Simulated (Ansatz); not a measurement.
BGeH5OSi, SMILES [SiH3][B]1[O][GeH2]1, a rigid scan of one bond length

Program: the Python package of Ansatz (0.2.0).

Run as a notebook:

```python
import ansatz as az
import numpy as np
```

```python
params = {
    "basis_set": "def2-SVP",
    "xc": "pbe0",
}
```

```python
mol = (
    az.Crystal.molecule()
    .atom("Si", [-0.415, 1.3552, -1.0176])
    .atom("B", [0.1925, -0.3211, -0.4204])
    .atom("O", [1.3, -1.133, -0.0327])
    .atom("Ge", [0.3038, -1.5288, 1.271])
    .atom("H", [-1.2529, 1.2067, -2.2721])
    .atom("H", [-1.3082, 2.0118, 0.0151])
    .atom("H", [0.7009, 2.2912, -1.3043])
    .atom("H", [-0.2234, -2.9829, 1.101])
    .atom("H", [0.7908, -0.9454, 2.643])
)
```

```python
symbols = [site.symbol for site in mol.cartesian_sites]
start = np.array([site.position_ang for site in mol.cartesian_sites])
axis = (start[4] - start[0]) / np.linalg.norm(start[4] - start[0])
moving = [4]
lengths, energies = [1.29, 1.39, 1.52, 1.67, 1.89, 2.27, 2.73, 3.33], []
for length in lengths:
    xyz = start.copy()
    xyz[moving] += (length - np.linalg.norm(start[4] - start[0])) * axis
    point = az.Crystal.molecule()
    for symbol, place in zip(symbols, xyz):
        point = point.atom(symbol, place.tolist())
    setup = (
        point.calculation()
        .basis(gaussian=params["basis_set"])
        .functional(params["xc"])
        .spin("collinear")
    )
    r = setup.run(threads=1, pin="off").report
    energies.append(r["free_energy_ev"])
    print(f"r = {length:6.3f} A  E = {energies[-1]:.5f} eV  <S^2> = {abs(r['mean_field']['state']['spin_squared']):.3f}")
```

    r =  1.290 A  E = -67173.05555 eV  <S^2> = 0.000
    r =  1.390 A  E = -67173.46022 eV  <S^2> = 0.000
    r =  1.520 A  E = -67173.57995 eV  <S^2> = 0.000
    r =  1.670 A  E = -67173.38277 eV  <S^2> = 0.000
    r =  1.890 A  E = -67172.78926 eV  <S^2> = 0.000
    r =  2.270 A  E = -67171.56820 eV  <S^2> = 0.000
    r =  2.730 A  E = -67170.45179 eV  <S^2> = 0.530
    r =  3.330 A  E = -67170.03236 eV  <S^2> = 0.933

```python
print("energy above the lowest point (eV):", [round(e - min(energies), 3) for e in energies])
```

    energy above the lowest point (eV): [0.524, 0.12, 0.0, 0.197, 0.791, 2.012, 3.128, 3.548]

What to keep in mind:
- Total energies depend on the basis set; only differences at equal settings carry meaning.
- The rest of the molecule is held rigid at a force-field or estimated start geometry, and the basis set is modest; single-reference methods fail as a bond breaks.
- The expectation value of S² is noticeably off S(S+1) in at least one run, so that state is spin-contaminated.
- Hardware and time: 78 s on 1 thread of Arm Neoverse V2 (shared host), peak memory 0.43 GiB.
